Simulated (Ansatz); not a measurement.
# CH₆AsNSi: how energies converge with the basis set

How large a basis does CH₆AsNSi need? Two functionals are run in growing sets.

Method: one geometry, several basis sets; program: Ansatz 0.2.0, Gaussian basis.

Plan: PBE0-D4/def2-SVP; ωB97M-V/def2-SVP; PBE0-D4/def2-QZVPP; ωB97M-V/def2-QZVPP; the functionals' def2-TZVPP values are taken from earlier runs.

**1. The geometry**

An earlier PBE0-D4 in a triple-zeta def2 set relaxation fixed the geometry.

SMILES `C[As]1N[SiH2]1`, 10 atoms, charge 0, spin multiplicity 1.

Atoms are counted from 1 here; the program's logs count them from 0.

Bond lengths: C1–As2 1.985 Å, C1–H5 1.090 Å, C1–H6 1.091 Å, C1–H7 1.092 Å, As2–N3 1.925 Å, As2–Si4 2.301 Å, N3–Si4 1.708 Å, N3–H8 1.007 Å, Si4–H9 1.482 Å, Si4–H10 1.486 Å. Angles: As2–C1–H5 112.3°, As2–C1–H6 108.7°, As2–C1–H7 108.6°, H5–C1–H6 109.5°, H5–C1–H7 109.2°, H6–C1–H7 108.5°, C1–As2–N3 101.4°, C1–As2–Si4 96.4°, N3–As2–Si4 46.6°, As2–N3–Si4 78.3°, As2–N3–H8 122.2°, Si4–N3–H8 132.4°, As2–Si4–N3 55.0°, As2–Si4–H9 125.5°, As2–Si4–H10 117.6°, N3–Si4–H9 116.1°, N3–Si4–H10 120.1°, H9–Si4–H10 111.5°.

**2. PBE0-D4 in def2-SVP**

in.yaml

```yaml
crystal:
  periodic: [false, false, false]
  atoms:
    - {symbol: C, position_ang: [-0.632120, 1.437703, 0.450880]}
    - {symbol: As, position_ang: [0.033581, 0.626916, -1.234519]}
    - {symbol: N, position_ang: [-0.401332, -1.228516, -0.960573]}
    - {symbol: Si, position_ang: [1.150212, -1.129589, -0.252670]}
    - {symbol: H, position_ang: [-0.506870, 0.774527, 1.307068]}
    - {symbol: H, position_ang: [-1.689421, 1.679488, 0.328902]}
    - {symbol: H, position_ang: [-0.083548, 2.364790, 0.631124]}
    - {symbol: H, position_ang: [-1.294819, -1.523145, -0.600378]}
    - {symbol: H, position_ang: [2.213006, -1.938899, -0.893345]}
    - {symbol: H, position_ang: [1.294511, -1.114476, 1.226612]}
basis:
  gaussian: {orbitals: def2-SVP}
hamiltonian: {xc: pbe0, dispersion: d4}
output: {orbitals: {seedname: orbitals}}
```

The runs that follow: ωB97M-V in def2-SVP; PBE0-D4 in def2-QZVPP; ωB97M-V in def2-QZVPP.

**Question.** What will the summary of the whole plan be? Wanted: PBE0-D4: double and triple zeta above quadruple; ωB97M-V: double and triple zeta above quadruple.

**Answer**, as computed:

| quantity | value |
| --- | --- |
| PBE0-D4: double and triple zeta above quadruple | 15.23, 1.74 eV |
| ωB97M-V: double and triple zeta above quadruple | 15.30, 1.68 eV |

What this shows: PBE0-D4 gains 13.49 eV from double to triple zeta, then 1.74 eV more. Total energies overstate the basis error of differences, where much of it tends to cancel. The LUMO of ωB97M-V is positive and keeps falling with the basis (1.54 to 0.92 eV): an unbound level that the basis holds in place.
